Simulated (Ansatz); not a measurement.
## Y3Ge under changes of volume

One of the cells (26.671 Å³/atom); the others are scaled copies at fixed shape and fractional positions:

```
CELL_PARAMETERS angstrom
-2.26539 2.26539 5.19702
2.26539 -2.26539 5.19702
2.26539 2.26539 -5.19702
ATOMIC_POSITIONS crystal
Y 0.50000 0.50000 0.00000
Y 0.25000 0.75000 0.50000
Y 0.75000 0.25000 0.50000
Ge 0.00000 0.00000 0.00000
```

The cell comes from a database or a generator and needn't be the stable form of this composition.

| Quantity | Value |
| --- | --- |
| Program | Ansatz 0.2.0 |
| Functional | PBE |
| Potentials or basis | Ansatz PAW |
| Cutoff | 420 eV (not typed: the program's choice for these potentials) |
| k mesh | 8 × 8 × 8 |
| Occupations | fermi-dirac, width 0.05 eV |
| Spin | no spin polarisation |

```tsv
volume (Å³/atom)	energy over the lowest point (meV/atom)	pressure (GPa)
25.071	14.62	3.3
25.604	?	?
26.138	1.03	0.8
26.671	0.00	-0.2
27.205	2.36	-1.2
27.738	7.80	-2.1
28.271	16.07	-2.9
```

Task: What does the run at 25.604 Å³/atom give?

Result: Energy over the lowest point 5.78 meV/atom; pressure 2.0 GPa.

Worked out: A Birch-Murnaghan fit of order 3 (a polynomial in V^(-2/3)) to the other rows has its minimum at 26.56 Å³/atom with B0 = V·E''(V) = 52 GPa and B' = 3.6 at fixed shape and positions, which overstates the stiffness. It gives 5.79 meV/atom at 25.604 Å³/atom, against the run's 5.78, and -dE/dV = 2.0 GPa, against 2.0.

Energies are extrapolated to zero smearing.
